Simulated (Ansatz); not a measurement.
# CH2InO radical: single points off equilibrium

The task here is to estimate one member of a computed series from the others.

Computed with Ansatz 0.2.0, Gaussian basis. Level: single points in def2-TZVPP.

Cores are frozen in the correlated methods. Filled d shells of the heavier atoms are correlated. Core potentials replace the inner electrons past krypton, and spin-orbit coupling is left out. Orbitals are unrestricted.

## The starting structure

5 atoms, charge 0, spin multiplicity 2.

Atoms are counted from 1 here; the program's logs count them from 0.

Bond lengths: O1–C2 1.117 Å, C2–In3 2.550 Å, In3–H4 1.916 Å, In3–H5 1.941 Å. Angles: O1–C2–In3 103.8°, C2–In3–H4 91.6°, C2–In3–H5 154.5°, H4–In3–H5 114.0°.

As a file:

```xyz
5
charge 0, multiplicity 2
O     0.31890   -1.40990    1.66700
C     0.83640   -0.41990    1.64900
In    0.00130    0.66470   -0.50270
H    -1.02810   -0.88840   -0.94810
H    -0.10440    2.08520   -1.82120
```

The first run:

run/in.yaml

```yaml
crystal:
  periodic: [false, false, false]
  atoms:
    - {symbol: O, position_ang: [0.318900, -1.409900, 1.667000]}
    - {symbol: C, position_ang: [0.836400, -0.419900, 1.649000]}
    - {symbol: In, position_ang: [0.001300, 0.664700, -0.502700]}
    - {symbol: H, position_ang: [-1.028100, -0.888400, -0.948100]}
    - {symbol: H, position_ang: [-0.104400, 2.085200, -1.821200]}
basis:
  gaussian: {orbitals: def2-TZVPP}
magnetization: {spin_polarized: true, initial_magnetization: 1}
correlation: {method: ccsd_t}
scf: {omitted_lower_state_checks: [cluster_reference]}
output: {forces: true}
```

No record of the launch command was kept for these runs.

Steps of the session up to this table: CCSD(T)/def2-TZVPP; PBE0-D4/def2-TZVPP; wB97M-V/def2-TZVPP; r2SCAN-D4/def2-TZVPP; PBE-D4/def2-TZVPP; r2SCAN0-D4/def2-TZVPP; B97M-V/def2-TZVPP.

One table of the session follows, with a row left open; its other results are not shown here.

| method | RMS force component (eV/Å) | angle to CCSD(T) forces (°) | dipole (D) |
| --- | --- | --- | --- |
| CCSD(T) | 1.411 | reference | 1.44 |
| PBE0-D4 | 1.147 | 5.2 | 1.14 |
| wB97M-V | 1.129 | 11.5 | 1.35 |
| r2SCAN-D4 | 1.313 | 5.4 | 1.07 |
| PBE-D4 | 1.631 | 12.9 | 0.99 |
| r2SCAN0-D4 | 0.992 | 15.4 | 1.19 |
| B97M-V | ? | ? | ? |

**Question.** Estimate the row for B97M-V.

**Answer.** RMS force component (eV/Å): 1.141; angle to CCSD(T) forces (°): 3.9; dipole (D): 1.34. In the column «RMS force component (eV/Å)» it lies between wB97M-V (1.129) and PBE0-D4 (1.147).
